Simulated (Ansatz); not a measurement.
# AlH3O2S: two torsions

A grid of calculations on AlH3O2S, SMILES [OH][Al]([OH])[SH], to see where the energy is lowest and how it rises around there.

The runs use Ansatz 0.2.0; RKS CAM-B3LYP-D4/def2-SVP.

## (1) The system as given

7 atoms, charge 0, spin multiplicity 1.

Atoms are counted from 1 here; the program's logs count them from 0.

Bond lengths: O1–Al2 1.714 Å, O1–H5 0.969 Å, Al2–O3 1.711 Å, Al2–S4 2.184 Å, O3–H6 0.968 Å, S4–H7 1.364 Å. Angles: Al2–O1–H5 125.5°, O1–Al2–O3 127.5°, O1–Al2–S4 116.3°, O3–Al2–S4 116.2°, Al2–O3–H6 126.5°, Al2–S4–H7 91.2°.

Coordinates:

```xyz
7
charge 0, multiplicity 1
O    -1.15259    0.94753   -0.09991
Al    0.17648   -0.12900    0.01732
O     1.49101   -0.04490    1.10918
S     0.17942   -1.81948   -1.36515
H    -1.28302    1.74172    0.43940
H     1.61561    0.60964    1.81141
H    -0.96550   -1.37352   -1.95795
```

This geometry comes from a loose relaxation at PBE in a small basis, which is not shown.

## (2) Relaxing the molecule

Contents of input.yaml:

```yaml
crystal:
  periodic: [false, false, false]
  atoms:
    - { symbol: O, position_ang: [-1.152591, 0.947532, -0.099906] }
    - { symbol: Al, position_ang: [0.17648, -0.128997, 0.017319] }
    - { symbol: O, position_ang: [1.491006, -0.044898, 1.109179] }
    - { symbol: S, position_ang: [0.179417, -1.819476, -1.365152] }
    - { symbol: H, position_ang: [-1.283019, 1.741719, 0.439398] }
    - { symbol: H, position_ang: [1.615613, 0.609642, 1.811408] }
    - { symbol: H, position_ang: [-0.965505, -1.373523, -1.957946] }
basis:
  gaussian: { orbitals: def2-SVP }
hamiltonian:
  xc: { name: CAM-B3LYP }
  dispersion: d4
output:
  forces: true
relax:
  f_tol: 0.003
  max_steps: 120
```

Command:

```sh
ansatz run input.yaml --threads 1 --pin off --max-ram 2560MiB --backend cpu --events-out ev --progress --plain --runs-dir out
```

Standard output (excerpt; [...] marks lines left out):

```text
Warning: RAYON_NUM_THREADS=1 ignored (pool sized by the plan → 1); use --threads N
[...]
Functional definition: CAM-B3LYP
[...]
780 factors; integrals over basis functions are off by at most 3.8e-4 eV
268 factors; integrals over basis functions are off by at most 1.6e-6 eV
[...]
mean field -21569.68815028 eV, -792.6714190629 hartree, gradient 8.8e-5 eV, S^2 0.000000; 0 other end points of the search recorded, 0 dependent functions left out
[...]
reference -21569.68825990 eV, -792.6714230914 hartree; 24, 24 occupied and 55, 55 virtual orbitals, 780 factors
relax step   1: F+E_penalty+E_count = -21569.80395660 eV  Δ(F+E_penalty+E_count) = +0.000e0 eV  max|allowed force component| = 4.822e-1 eV/Å  Δτ_max = 0.0000 Å  (24 SCF iters, accepted)
[...]
relax step   6: F+E_penalty+E_count = -21569.83848102 eV  Δ(F+E_penalty+E_count) = -4.046e-4 eV  max|allowed force component| = 4.222e-2 eV/Å  Δτ_max = 0.0157 Å  (25 SCF iters, accepted)
[...]
relax step   7: F+E_penalty+E_count = -21569.83854139 eV  Δ(F+E_penalty+E_count) = -6.037e-5 eV  max|allowed force component| = 9.750e-4 eV/Å  Δτ_max = 0.0022 Å  (21 SCF iters, accepted)
780 factors; integrals over basis functions are off by at most 3.6e-4 eV
268 factors; integrals over basis functions are off by at most 1.6e-6 eV
mean field -21569.72190361 eV, -792.6726594750 hartree, gradient 6.7e-5 eV, S^2 0.000000; 1 other end points of the search recorded, 0 dependent functions left out
[...]
reference -21569.72201289 eV, -792.6726634908 hartree; 24, 24 occupied and 55, 55 virtual orbitals, 780 factors
Total energy: -21569.83865067 eV, -792.6769498503 hartree
Atom 0 at    -1.123118     0.954740    -0.091147 Å, force    -0.000105     0.000485    -0.000303 eV/Å
Atom 1 at     0.169636    -0.125231     0.024171 Å, force    -0.000257     0.000438     0.000155 eV/Å
Atom 2 at     1.450527    -0.039304     1.114267 Å, force    -0.000570    -0.000156    -0.000975 eV/Å
Atom 3 at     0.186984    -1.785698    -1.363744 Å, force     0.000188    -0.000244     0.000067 eV/Å
Atom 4 at    -1.338613     1.745785     0.403873 Å, force     0.000261    -0.000438     0.000291 eV/Å
Atom 5 at     1.681163     0.572408     1.812977 Å, force     0.000394     0.000095     0.000724 eV/Å
Atom 6 at    -0.965179    -1.390700    -1.946098 Å, force     0.000089    -0.000179     0.000041 eV/Å
Dipole moment:    -0.149387     0.605036     0.391145 e Å
```

It took 24 s on 1 thread of Intel Xeon Platinum 8259CL at 2.50GHz (Skylake/Cascade Lake), shared host; peak memory 0.2 GiB.

The steps of the relaxation:

| step | energy from step 1 (eV) | largest force component (eV/Å) |
| --- | --- | --- |
| 1 | 0.0000 | 0.4822 |
| 2 | -0.0200 | 0.3302 |
| 3 | -0.0268 | 0.1014 |
| 4 | -0.0300 | 0.1958 |
| 5 | -0.0341 | 0.0718 |
| 6 | -0.0345 | 0.0422 |
| 7 | -0.0346 | 0.0010 |

Close pairs (by a distance rule), those that changed most:

| bond | before (Å) | after (Å) | change (Å) |
| --- | --- | --- | --- |
| Al2–O3 | 1.711 | 1.684 | -0.027 |
| O1–Al2 | 1.714 | 1.688 | -0.026 |
| Al2–S4 | 2.184 | 2.164 | -0.020 |
| S4–H7 | 1.364 | 1.350 | -0.014 |
| O3–H6 | 0.968 | 0.957 | -0.011 |
| O1–H5 | 0.969 | 0.958 | -0.011 |

## (3) Setting up the map

- dihedral H5–O1–Al2–O3: 18 values from −180 to 160 °, periodic
- dihedral O1–Al2–O3–H6: 18 values from −180 to 160 °, periodic

Nothing else is relaxed (all other coordinates rigid). Energies count from the relaxed molecule at the same level. Points are written as (first, second).

Of the runs on the grid, 3 are shown in the steps below; the others differ only in the two coordinates.

## (4) Point (0°, −180°)

Contents of input.yaml:

```yaml
crystal:
  periodic: [false, false, false]
  atoms:
    - { symbol: O, position_ang: [-1.123118, 0.95474, -0.091147] }
    - { symbol: Al, position_ang: [0.169636, -0.125231, 0.024171] }
    - { symbol: O, position_ang: [1.451526, -0.038243, 1.113008] }
    - { symbol: S, position_ang: [0.185562, -1.787209, -1.361951] }
    - { symbol: H, position_ang: [-1.338613, 1.745785, 0.403873] }
    - { symbol: H, position_ang: [2.223497, -0.582308, 1.26674] }
    - { symbol: H, position_ang: [-0.967092, -1.392732, -1.943687] }
basis:
  gaussian: { orbitals: def2-SVP }
hamiltonian:
  xc: { name: CAM-B3LYP }
  dispersion: d4
output:
  forces: true
```

Command:

```sh
ansatz run input.yaml --threads 1 --pin off --max-ram 2560MiB --backend cpu --events-out ev --progress --plain --runs-dir out
```

Standard output (excerpt; [...] marks lines left out):

```text
Warning: RAYON_NUM_THREADS=1 ignored (pool sized by the plan → 1); use --threads N
[...]
Functional definition: CAM-B3LYP
[...]
732 factors; integrals over basis functions are off by at most 9.1e-4 eV
237 factors; integrals over basis functions are off by at most 1.3e-5 eV
[...]
mean field -21569.72651596 eV, -792.6728289758 hartree, gradient 2.5e-5 eV, S^2 0.000000; 0 other end points of the search recorded, 0 dependent functions left out
[...]
reference -21569.72662510 eV, -792.6728329864 hartree; 24, 24 occupied and 55, 55 virtual orbitals, 732 factors
Total energy: -21569.84370781 eV, -792.6771356968 hartree
Atom 0 at    -1.123118     0.954740    -0.091147 Å, force     0.189835    -0.088622     0.075783 eV/Å
Atom 1 at     0.169636    -0.125231     0.024171 Å, force     0.099308    -0.143051    -0.041702 eV/Å
Atom 2 at     1.451526    -0.038243     1.113008 Å, force    -0.163582     0.325000     0.144002 eV/Å
Atom 3 at     0.185562    -1.787209    -1.361951 Å, force    -0.142109    -0.028170    -0.136423 eV/Å
Atom 4 at    -1.338613     1.745785     0.403873 Å, force     0.039514     0.011568     0.041029 eV/Å
Atom 5 at     2.223497    -0.582308     1.266740 Å, force    -0.025379    -0.028539    -0.044152 eV/Å
Atom 6 at    -0.967092    -1.392732    -1.943687 Å, force     0.002413    -0.048187    -0.038537 eV/Å
Dipole moment:     0.026905     0.225577     0.211099 e Å
```

Run time: 2.9 s. Hardware: 1 thread of Intel Xeon Platinum 8259CL at 2.50GHz (Skylake/Cascade Lake), shared host; peak memory 0.17 GiB.

Energy on the map's scale: −0.12 kcal/mol.

## (5) The run at (20°, 40°)

Contents of input.yaml:

```yaml
crystal:
  periodic: [false, false, false]
  atoms:
    - { symbol: O, position_ang: [-1.123118, 0.95474, -0.091147] }
    - { symbol: Al, position_ang: [0.169636, -0.125231, 0.024171] }
    - { symbol: O, position_ang: [1.180171, -0.337257, 1.354674] }
    - { symbol: S, position_ang: [0.571935, -1.361453, -1.706052] }
    - { symbol: H, position_ang: [-1.338613, 1.745785, 0.403873] }
    - { symbol: H, position_ang: [1.029737, -0.359625, 2.29937] }
    - { symbol: H, position_ang: [-0.447392, -0.820045, -2.406402] }
basis:
  gaussian: { orbitals: def2-SVP }
hamiltonian:
  xc: { name: CAM-B3LYP }
  dispersion: d4
output:
  forces: true
```

Command:

```sh
ansatz run input.yaml --threads 1 --pin off --max-ram 2560MiB --backend cpu --events-out ev --progress --plain --runs-dir out
```

Standard output (excerpt; [...] marks lines left out):

```text
Warning: RAYON_NUM_THREADS=1 ignored (pool sized by the plan → 1); use --threads N
[...]
Functional definition: CAM-B3LYP
[...]
733 factors; integrals over basis functions are off by at most 1.0e-3 eV
237 factors; integrals over basis functions are off by at most 1.3e-5 eV
[...]
mean field -21569.69634366 eV, -792.6717201641 hartree, gradient 1.7e-5 eV, S^2 0.000000; 0 other end points of the search recorded, 0 dependent functions left out
[...]
reference -21569.69645385 eV, -792.6717242137 hartree; 24, 24 occupied and 55, 55 virtual orbitals, 733 factors
Total energy: -21569.81311137 eV, -792.6760112983 hartree
Atom 0 at    -1.123118     0.954740    -0.091147 Å, force     0.028603     0.010748    -0.038518 eV/Å
Atom 1 at     0.169636    -0.125231     0.024171 Å, force    -0.007648    -0.022155    -0.002917 eV/Å
Atom 2 at     1.180171    -0.337257     1.354674 Å, force    -0.027542    -0.050047     0.020931 eV/Å
Atom 3 at     0.571935    -1.361453    -1.706052 Å, force    -0.026593     0.005065    -0.008937 eV/Å
Atom 4 at    -1.338613     1.745785     0.403873 Å, force    -0.010332    -0.025036     0.042747 eV/Å
Atom 5 at     1.029737    -0.359625     2.299370 Å, force     0.026870     0.072657     0.007950 eV/Å
Atom 6 at    -0.447392    -0.820045    -2.406402 Å, force     0.016642     0.008769    -0.021255 eV/Å
Dipole moment:    -0.279679     0.387924     0.474406 e Å
```

Wall time 3 s (1 thread of Intel Xeon Platinum 8259CL at 2.50GHz (Skylake/Cascade Lake), shared host); peak memory 0.16 GiB.

On the map this point reads 0.59 kcal/mol.

## (6) Point (160°, 40°)

Contents of input.yaml:

```yaml
crystal:
  periodic: [false, false, false]
  atoms:
    - { symbol: O, position_ang: [-1.123118, 0.95474, -0.091147] }
    - { symbol: Al, position_ang: [0.169636, -0.125231, 0.024171] }
    - { symbol: O, position_ang: [0.210242, -1.703084, -0.563288] }
    - { symbol: S, position_ang: [1.952987, 0.583305, 1.024868] }
    - { symbol: H, position_ang: [-1.338613, 1.745785, 0.403873] }
    - { symbol: H, position_ang: [-0.111095, -2.116421, -1.364209] }
    - { symbol: H, position_ang: [1.40979, 1.795295, 1.267058] }
basis:
  gaussian: { orbitals: def2-SVP }
hamiltonian:
  xc: { name: CAM-B3LYP }
  dispersion: d4
output:
  forces: true
```

Command:

```sh
ansatz run input.yaml --threads 1 --pin off --max-ram 2560MiB --backend cpu --events-out ev --progress --plain --runs-dir out
```

Standard output (excerpt; [...] marks lines left out):

```text
Warning: RAYON_NUM_THREADS=1 ignored (pool sized by the plan → 1); use --threads N
[...]
Functional definition: CAM-B3LYP
[...]
734 factors; integrals over basis functions are off by at most 8.0e-4 eV
237 factors; integrals over basis functions are off by at most 1.2e-5 eV
[...]
mean field -21569.64531915 eV, -792.6698450481 hartree, gradient 4.0e-5 eV, S^2 0.000000; 0 other end points of the search recorded, 0 dependent functions left out
[...]
reference -21569.64542839 eV, -792.6698490626 hartree; 24, 24 occupied and 55, 55 virtual orbitals, 734 factors
Total energy: -21569.76299389 eV, -792.6741695150 hartree
Atom 0 at    -1.123118     0.954740    -0.091147 Å, force    -0.179384    -0.258991    -0.128227 eV/Å
Atom 1 at     0.169636    -0.125231     0.024171 Å, force     0.029724     0.098482     0.065375 eV/Å
Atom 2 at     0.210242    -1.703084    -0.563288 Å, force    -0.005050     0.232811    -0.054670 eV/Å
Atom 3 at     1.952987     0.583305     1.024868 Å, force     0.193112    -0.018363     0.112904 eV/Å
Atom 4 at    -1.338613     1.745785     0.403873 Å, force     0.037254    -0.013349    -0.045410 eV/Å
Atom 5 at    -0.111095    -2.116421    -1.364209 Å, force    -0.113484    -0.025032     0.039323 eV/Å
Atom 6 at     1.409790     1.795295     1.267058 Å, force     0.037828    -0.015557     0.010705 eV/Å
Dipole moment:    -0.336151     0.231597    -0.137756 e Å
```

Run time: 2.9 s. Hardware: 1 thread of Intel Xeon Platinum 8259CL at 2.50GHz (Skylake/Cascade Lake), shared host; peak memory 0.17 GiB.

On the map this point reads 1.74 kcal/mol.

## (7) Energy over the grid

164 points were computed, 160 more follow by symmetry. Energies in kcal/mol, from the relaxed molecule at the same level; the table lists every other line.

| dihedral O1–Al2–O3–H6 (°) ↓, dihedral H5–O1–Al2–O3 (°) → | −180 | −140 | −100 | −60 | −20 | 20 | 60 | 100 | 140 |
| --- | --- | --- | --- | --- | --- | --- | --- | --- | --- |
| 140 | 3.03 | 3.62 | 3.77 | 2.41 | 0.74 | 0.70 | 2.18 | 3.26 | 3.14 |
| 100 | 3.28 | 4.05 | 4.56 | 3.38 | 1.61 | 1.40 | 2.81 | 3.82 | 3.52 |
| 60 | 2.35 | 2.99 | 3.69 | 2.91 | 1.36 | 1.03 | 2.20 | 3.11 | 2.75 |
| 20 | 1.05 | 1.53 | 2.14 | 1.58 | 0.42 | 0.25 | 1.25 | 1.92 | 1.48 |
| −20 | 1.05 | 1.48 | 1.92 | 1.25 | 0.25 | 0.42 | 1.58 | 2.14 | 1.53 |
| −60 | 2.35 | 2.75 | 3.11 | 2.20 | 1.03 | 1.36 | 2.91 | 3.69 | 2.99 |
| −100 | 3.28 | 3.52 | 3.82 | 2.81 | 1.40 | 1.61 | 3.38 | 4.56 | 4.05 |
| −140 | 3.03 | 3.14 | 3.26 | 2.18 | 0.70 | 0.74 | 2.41 | 3.77 | 3.62 |
| −180 | 2.65 | 2.91 | 2.89 | 1.65 | 0.13 | 0.13 | 1.65 | 2.89 | 2.91 |

The dipole moment (D) at each point:

```csv
"dihedral O1–Al2–O3–H6 (°) ↓, dihedral H5–O1–Al2–O3 (°) →",−180,−140,−100,−60,−20,20,60,100,140
140,1.17,1.63,1.98,2.10,1.98,1.66,1.22,0.82,0.78
100,1.63,2.17,2.60,2.78,2.68,2.32,1.80,1.31,1.23
60,2.02,2.50,2.96,3.23,3.24,2.98,2.53,2.06,1.83
20,2.24,2.54,2.99,3.35,3.50,3.41,3.10,2.67,2.30
−20,2.24,2.30,2.67,3.10,3.41,3.50,3.35,2.99,2.54
−60,2.02,1.83,2.06,2.53,2.98,3.24,3.23,2.96,2.50
−100,1.63,1.23,1.31,1.80,2.32,2.68,2.78,2.60,2.17
−140,1.17,0.78,0.82,1.22,1.66,1.98,2.10,1.98,1.63
−180,0.92,1.03,1.23,1.40,1.48,1.48,1.40,1.23,1.03
```

Energy (kcal/mol) at eleven even steps along the easiest path on the interpolated surface, from (0°, −180°): −0.12, −0.01, 0.35, 0.71, 1.11, 1.27, 1.18, 0.83, 0.50, 0.14, 0.00.

## (8) Summary of results

| quantity | value |
| --- | --- |
| lowest point | (0°, −180°), −0.12 kcal/mol |
| highest computed point | (−100°, 100°), 4.67 kcal/mol above the lowest |
| dipole moment (D) | 0.73 at (−120°, −140°) to 3.53 at (0°, 0°); 1.49 at the lowest point |
| time for the whole task | 9.3 min on 1 thread, shared host |

What this shows: The lowest computed point is at (0°, −180°), −0.12 kcal/mol from the relaxed molecule at the same level. There are further wells near (0°, 0°) (0.12 kcal/mol above the lowest at that grid point); (−180°, 0°) (0.94 kcal/mol above the lowest at that grid point); (−180°, −180°) (2.77 kcal/mol above the lowest at that grid point). The highest computed point, (100°, −100°), lies 4.67 kcal/mol above the lowest. On the interpolated surface the easiest way out of the lowest well to the well at (0°, 0°) passes a barrier of about 1.4 kcal/mol. Round the minimum the two coordinates are nearly uncoupled.
